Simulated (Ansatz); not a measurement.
# CH₂BLiN radical (SMILES [Li][N]1B[CH]1): functionals against CCSD(T) at one geometry

An exercise on one series of results from a longer session: the logs are not shown, and one member is left open.

Computed with Ansatz 0.2.0, Gaussian basis. Level: single points in def2-TZVPP.

Correlated methods freeze the cores. The outer core shell of Li, Na, Mg and K is correlated. Orbitals are unrestricted.

## Starting geometry

SMILES `[Li][N]1B[CH]1`, 6 atoms, charge 0, spin multiplicity 2.

Atoms are counted from 1 here; the program's logs count them from 0.

Bond lengths: Li1–N2 1.749 Å, N2–B3 1.384 Å, N2–C4 1.379 Å, B3–C4 1.376 Å, B3–H5 1.153 Å, C4–H6 1.038 Å. Angles: Li1–N2–B3 151.2°, Li1–N2–C4 136.1°, B3–N2–C4 59.7°, N2–B3–C4 60.0°, N2–B3–H5 144.2°, C4–B3–H5 155.6°, N2–C4–B3 60.3°, N2–C4–H6 128.0°, B3–C4–H6 168.8°.

As a file:

```
Li   -1.56880   -1.66990   -0.41890
N    -0.27720   -0.59140    0.05640
B     0.89550    0.09170   -0.21660
C    -0.16350    0.74740    0.36760
H     1.93750    0.00470   -0.70310
H    -0.81940    1.33380    0.91930
```

Set-up of the first run:

The input, run/in.yaml:

```yaml
crystal:
  periodic: [false, false, false]
  atoms:
    - {symbol: Li, position_ang: [-1.568800, -1.669900, -0.418900]}
    - {symbol: N, position_ang: [-0.277200, -0.591400, 0.056400]}
    - {symbol: B, position_ang: [0.895500, 0.091700, -0.216600]}
    - {symbol: C, position_ang: [-0.163500, 0.747400, 0.367600]}
    - {symbol: H, position_ang: [1.937500, 0.004700, -0.703100]}
    - {symbol: H, position_ang: [-0.819400, 1.333800, 0.919300]}
basis:
  gaussian: {orbitals: def2-TZVPP}
magnetization: {spin_polarized: true, initial_magnetization: 1}
correlation: {method: ccsd_t}
scf: {omitted_lower_state_checks: [cluster_reference]}
output: {forces: true}
```

The command line of these runs was not kept.

Steps of the session up to this table: CCSD(T)/def2-TZVPP; PBE0-D4/def2-TZVPP; wB97M-V/def2-TZVPP; r2SCAN-D4/def2-TZVPP; PBE-D4/def2-TZVPP; SPW92/def2-TZVPP; HSE06-D4/def2-TZVPP.

One of the session's tables, all rows but one given; the rest of the session is left out.

```
   method  RMS force component (eV/Å)  angle to CCSD(T) forces (°)  dipole (D)
  CCSD(T)                       1.473                    reference        7.30
  PBE0-D4                       1.129                          7.9        6.74
  wB97M-V                       1.233                          4.0        7.12
r2SCAN-D4                       1.035                         16.6        4.80
   PBE-D4                           ?                            ?           ?
    SPW92                       0.920                         27.8        4.10
 HSE06-D4                       1.054                         12.0        5.96
```

Q: Estimate the row for PBE-D4 from the others.

**Answer.** RMS force component (eV/Å): 1.091; angle to CCSD(T) forces (°): 24.9; dipole (D): 3.45. In the column «RMS force component (eV/Å)» it lies between HSE06-D4 (1.054) and PBE0-D4 (1.129).
